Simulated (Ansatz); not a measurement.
**Rhodium, hcp under PBEsol: ground state and equation of state**

What does PBEsol give for rhodium in the hcp structure? We relax it, solve it on a dense k-mesh, then scale the cell to 7 volumes from 88 to 112 % of the relaxed one and try a fit of the equation of state. Spin polarisation is left out. The k-meshes are 13×13×7 for the relaxation; 22×22×12 for the dense run; 15×15×8 for the volumes.

This is Rh in the hcp structure; at room conditions it is fcc.

Program: Ansatz 0.2.0. Level of theory: DFT PBEsol, plane waves (420 eV) with PAW, scalar-relativistic; PBE-made PAW files. These are calculated values, not measurements.

### Step 1. The system as given

Symmetry: P6_3/mmc, No. 194, hexagonal system. Conventional cell: a = 2.689 Å, b = 2.689 Å, c = 4.391 Å, α = 90.00°, β = 90.00°, γ = 120.00°. Rh (site symmetry -6m2) is surrounded by 12 Rh at 2.69 Å.

Coordinates:

```xyz
2
Lattice="2.6892 0.0000 0.0000 -1.3446 2.3289 0.0000 0.0000 0.0000 4.3915" Properties=species:S:1:pos:R:3 pbc="T T T"
Rh    0.0000    1.5526    1.0979
Rh    1.3446    0.7763    3.2936
```

### Step 2. Relaxing cell and atoms

Contents of input.yaml:

```yaml
crystal:
  lattice:
    - [2.6891940459, 0.0, 0.0]
    - [-1.3445970229, 2.3289103594, 0.0]
    - [0.0, 0.0, 4.3914538769]
  atoms:
    - { symbol: Rh, position: [0.3333333333, 0.6666666667, 0.25] }
    - { symbol: Rh, position: [0.6666666667, 0.3333333333, 0.75] }
hamiltonian:
  xc: pbesol
  pseudopotentials:
    kind: paw
    azcp:
      Rh: "pseudopotentials/Rh.paw.azcp"
basis:
  ecutwfc: 420
  fft_grid_basis: typed
kpoints:
  mp_grid: { grid: [13, 13, 7], shift: [0, 0, 0] }
magnetization:
  spin_polarized: false
scf:
  occupations: { method: fermi_dirac, width: 0.1 }
relax:
  max_steps: 60
  f_tol: 0.01
  cell: {}
output:
  write_density: true
  write_potential: true
  elf: true
  volumetric_format: npy
```

The runs that follow: Single point on a dense mesh; Volume × 0.88; Volume × 0.92; Volume × 0.96; Volume × 1.0; Volume × 1.04; Volume × 1.08; Volume × 1.12.

**Question.** What will these runs give? Wanted: space group; conventional cell; volume; shortest distance; gap on the mesh; relative to fcc; V₀, B₀, B₀′.

As calculated:

| quantity | value |
| --- | --- |
| space group (spins left aside) | P6_3/mmc (No. 194) |
| conventional cell | a = 2.689 Å, c = 4.337 Å (c/a = 1.613) |
| volume | 13.576 Å³/atom |
| shortest distance | 2.667 Å |
| gap on the mesh | none (levels filled in part) |
| relative to fcc | +41 meV/atom |
| V₀, B₀, B₀′ | 13.549 Å³/atom, 293 GPa, 5.1 |

From the guessed start the volume shrank by 1.3 % in 6 steps. It lies 41 meV/atom above the element's reference form at the same level (fcc, from a run of its own). No gap shows: it is a metal or semimetal at this level. The fitted modulus is 293 GPa, among the stiffest elements; letting shape and positions relax at each volume could only lower it. The symmetry was held, so the structure may be unstable against distortions that break it.
